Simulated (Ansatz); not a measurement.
# I: squeezing one contact

One table from this session's results is given with a row withheld; the runs are named, their logs left out.

Program: Ansatz 0.2.0. Level of theory: DFT LDA, with the methods named in each step. These are calculated values, not measurements.

1 further run of the same task is left out (it didn't finish).

### The structure to begin with

Symmetry: Fd-3m, No. 227, cubic system. The conventional cell has a = 6.980 Å, b = 6.980 Å, c = 6.980 Å, α = 90.00°, β = 90.00°, γ = 90.00°. I (site symmetry -43m) is surrounded by 4 I at 3.02 Å.

Structure file:

```cif
data_structure
_symmetry_space_group_name_H-M 'Fd-3m:1'
_symmetry_Int_Tables_number 227
_cell_length_a 6.9795
_cell_length_b 6.9795
_cell_length_c 6.9795
_cell_angle_alpha 90.000
_cell_angle_beta 90.000
_cell_angle_gamma 90.000
_cell_volume 340.00
loop_
_atom_site_label
_atom_site_type_symbol
_atom_site_symmetry_multiplicity
_atom_site_Wyckoff_symbol
_atom_site_fract_x
_atom_site_fract_y
_atom_site_fract_z
_atom_site_occupancy
I1 I 8 b 0.00000 0.50000 0.00000 1
```

The file gives the conventional cell by its symmetry; the runs use the cell typed in the input.

Atoms are numbered in the order of the input: I1, I2.

The first run:

Input file input.yaml:

```yaml
crystal:
  lattice:
    - [0.0, 3.4897660234, 3.4897660234]
    - [3.4897660234, 0.0, 3.4897660234]
    - [3.4897660234, 3.4897660234, 0.0]
  atoms:
    - { symbol: I, position: [-0.125, -0.125, -0.125] }
    - { symbol: I, position: [0.125, 0.125, 0.125] }
kpoints:
  mp_grid: { grid: [8, 8, 8] }
scf:
  occupations: { method: fermi_dirac, width: 0.05 }
hamiltonian:
  xc: lda
  pseudopotentials: { kind: all_electron, lapw: { basis_error: 0.001 } }
output:
  forces: true
  stress: true
  eigenvalues: true
  populations: true
```

The run is started by

```console
$ ansatz run input.yaml --threads 1 --pin off --max-ram 2048MiB --backend cpu --events-out ev --progress --plain --runs-dir out
```

Among the steps run: The bond as given, LAPW; Shortest bond scaled by 1, crystal datasets; Shortest bond scaled by 1.1, LAPW; Shortest bond scaled by 0.82, LAPW; Shortest bond scaled by 0.76, LAPW; Shortest bond scaled by 0.58, LAPW; Shortest bond scaled by 0.58, crystal datasets.

One table of the session follows, with a row left open; its other results are not shown here.

```
                         method  length (Å)  force along the bond (eV/Å)  pressure (GPa)  largest force (eV/Å)
                           LAPW       1.753                            ?               ?                     ?
                           LAPW       2.297                        7.778           18.43                 7.778
                           LAPW       2.478                        2.030           11.91                 2.030
                           LAPW       3.022                        0.000            6.47                 0.000
                           LAPW       3.324                        0.651            6.80                 0.651
                            PAW       1.753                       75.643           86.20                75.643
                            PAW       2.297                        7.789           18.44                 7.789
                            PAW       2.478                        2.045           11.89                 2.045
                            PAW       3.022                        0.000            6.46                 0.000
                            PAW       3.324                        0.646            6.79                 0.646
PAW (partial_waves polarizable)       1.753                       75.503           86.04                75.503
               crystal datasets       1.753                       76.826           87.48                76.826
               crystal datasets       3.022                        0.000            6.47                 0.000
```

Q: Estimate the row for LAPW, 1.753 from the others.

As computed: force along the bond (eV/Å): 76.824; pressure (GPa): 87.48; largest force (eV/Å): 76.824. In the column «force along the bond (eV/Å)» it lies between PAW, 1.753 (75.643) and crystal datasets, 1.753 (76.826).

Caveats from the session: Rows by PAW come from runs of the same series that aren't printed here. Warnings in the runs' records: gradients without spin orbit, crystal datasets made.
